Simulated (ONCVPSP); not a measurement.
# Zn: the cost of one run

The numbers are computed with ONCVPSP 4.0.1 (LDA (Perdew-Wang 92), scalar-relativistic, spin-unpolarised reference atom).

## Step 1: Starting point

Typed settings, in words:

```json
{"element": "zinc (Zn, Z = 30)", "type": "optimised norm-conserving Vanderbilt (ONCV)", "frozen core": "[Ne]", "valence charge": "20", "reference configuration": "3s2 3p6 3d10 4s1.5 (charge +0.5)", "partial waves": "3s+4s: rc 1.00 bohr, ncon 3, nbas 8, qcut 14.4 1/bohr, 2 projectors; 3p: rc 0.70 bohr, ncon 4, nbas 8, qcut 13 1/bohr, 2 projectors, debl 1.3 Ha; 3d: rc 1.15 bohr, ncon 4, nbas 9, qcut 12.3 1/bohr, 2 projectors, debl 0.9 Ha", "local potential": "polynomial inside 0.45 bohr (lpopt 3, dvloc0 0 Ha)", "core correction": "not asked for"}
```

An earlier all-electron run gives the scale for the radii.

All-electron outer shells of the reference configuration (LDA (PZ), scalar-relativistic, ld1.x):

```
shell  level (eV)  outermost node (bohr)  outermost maximum (bohr)
   2p    -1008.06                      –                      0.15
   3s     -133.29                   0.28                      0.59
   3p      -87.93                   0.25                      0.59
   3d      -15.06                      –                      0.56
   4s      -10.14                   0.85                      2.04
   4p       -4.42                   0.92                      2.71
```

## Step 2: The generation run

Input file Zn.dat:

```
# ATOM AND REFERENCE CONFIGURATION
# atsym  z   nc   nv     iexc    psfile
  Zn 30.00    3    4  -001012      upf
#
#   n    l    f
    1    0    2.00
    2    0    2.00
    2    1    6.00
    3    0    2.00
    3    1    6.00
    3    2   10.00
    4    0    1.50
#
# PSEUDOPOTENTIAL AND OPTIMIZATION
# lmax
    2
#
#   l,   rc,      ep,       ncon, nbas, qcut
    0    1.00    0.00    3    8   14.40
    1    0.70    0.00    4    8   13.00
    2    1.15    0.00    4    9   12.30
#
# LOCAL POTENTIAL
# lloc, lpopt,  rc(5),   dvloc0
    4    3    0.45    0.00
#
# VANDERBILT-KLEINMAN-BYLANDER PROJECTORs
# l, nproj, debl
    0    2    3.50
    1    2    1.30
    2    2    0.90
#
# MODEL CORE CHARGE
# icmod, fcfact, rcfact
    0    0.00    0.00
#
# LOG DERIVATIVE ANALYSIS
# epsh1, epsh2, depsh
   -6.00    5.00    0.04
#
# OUTPUT GRID
# rlmax, drl
    6.00    0.01
#
# TEST CONFIGURATIONS
# ncnf
    4
# nvcnf
#   n    l    f
    4
    3    0    2.00
    3    1    6.00
    3    2   10.00
    4    0    2.00
#
    4
    3    0    2.00
    3    1    6.00
    3    2   10.00
    4    0    1.00
#
    4
    3    0    2.00
    3    1    6.00
    3    2   10.00
    4    0    0.00
#
    4
    3    0    1.00
    3    1    6.00
    3    2   10.00
    4    0    2.00
#
```

The run is started by

```bash
$ oncvpsp.x < Zn.dat > Zn.out
```

**Question.** How long does this run take on 1 thread of Intel Xeon 6975P-C, shared host?

About 3.5 s.
